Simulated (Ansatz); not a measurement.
# BGeO+ (triplet): the correlation ladder, cc-pVTZ

Aim: climb from Hartree-Fock through coupled cluster and multireference methods for BGeO+ (triplet) at one geometry and basis, and see what each rung misses.

The runs use Ansatz 0.2.0, Gaussian basis; cc-pVTZ, core rule «outside noble gas», up to 16 orbitals frozen.

The runs, in order: UHF; CCSD(T) on ROHF; CCSD(T) on UHF; BCCD(T) on ROHF; CCSDT(Q) on ROHF; CCSDT(Q) on UHF; CASSCF and NEVPT2, 12 electrons in 12 orbitals.

7 further runs of the same task are left out: 2 for a known fault of the program, 1 that didn't finish, 4 set aside as unsound or not needed.

### Step 1. The geometry

The geometry is a PBE0/def2-TZVP stationary point (not a proven minimum) of the parent state, kept for this charge and spin. No spin-orbit coupling is included. The filled d shell of Ge may be among the frozen orbitals whatever the setting's name suggests; the logs give the count.

3 atoms, charge 1, spin multiplicity 3.

Atoms are counted from 1 here; the program's logs count them from 0.

Bond lengths: B1–O2 1.282 Å, O2–Ge3 1.826 Å. Angles: B1–O2–Ge3 180.0°.

As a file:

```xyz
3
BGeO
B     0.00000    0.00000   -1.46380
O     0.00000    0.00000   -0.18130
Ge    0.00000    0.00000    1.64510
```

### Step 2. UHF

The input, in.yaml:

```yaml
crystal:
  periodic: [false, false, false]
  atoms:
    - {symbol: B, position_ang: [0.000000, 0.000000, -1.463800]}
    - {symbol: O, position_ang: [0.000000, 0.000000, -0.181300]}
    - {symbol: Ge, position_ang: [0.000000, 0.000000, 1.645100]}
basis:
  gaussian: {orbitals: cc-pVTZ}
total_charge: 1
magnetization: {spin_polarized: true, initial_magnetization: 2}
hamiltonian: {xc: hf}
output: {orbitals: {seedname: orbitals}}
```

On the command line:

```bash
> ansatz run in.yaml --threads 1 --pin off --events-out ev --progress --plain --max-ram 2816MiB --backend cpu
```

After this run come: CCSD(T) on ROHF; CCSD(T) on UHF; BCCD(T) on ROHF; CCSDT(Q) on ROHF; CCSDT(Q) on UHF; CASSCF and NEVPT2, 12 electrons in 12 orbitals.

**Question.** What will the summary of the whole plan be? Wanted: UCCSDT(Q) below the RHF energy; RMP2 from UCCSDT(Q); UMP2 from UCCSDT(Q); RCCSD from UCCSDT(Q); RCCSD(T) from UCCSDT(Q); UCCSD(T) from UCCSDT(Q); RCCSDT(Q) from UCCSDT(Q); NEVPT2 valence from UCCSDT(Q); T1 diagnostic.

As calculated:

| quantity | value |
| --- | --- |
| UCCSDT(Q) below the RHF energy | -10.2100 eV |
| RMP2 from UCCSDT(Q) | +850.2 meV |
| UMP2 from UCCSDT(Q) | +836.9 meV |
| RCCSD from UCCSDT(Q) | +496.7 meV |
| RCCSD(T) from UCCSDT(Q) | +49.8 meV |
| UCCSD(T) from UCCSDT(Q) | +48.2 meV |
| RCCSDT(Q) from UCCSDT(Q) | +12.7 meV |
| NEVPT2 valence from UCCSDT(Q) | +1375.9 meV |
| levels within 1 kcal/mol (43 meV) | RCCSDT, UCCSDT, RCCSDT(Q) |
| T1 diagnostic | 0.034 |
| effectively unpaired electrons | 2.04 |

What this shows: RCCSD(T) lands +49.8 meV from the yardstick (0.5 % of the correlation energy). One determinant dominates. These misses are within one basis, not against nature; the frozen cores of restricted and unrestricted runs differ, which can shift their rows.
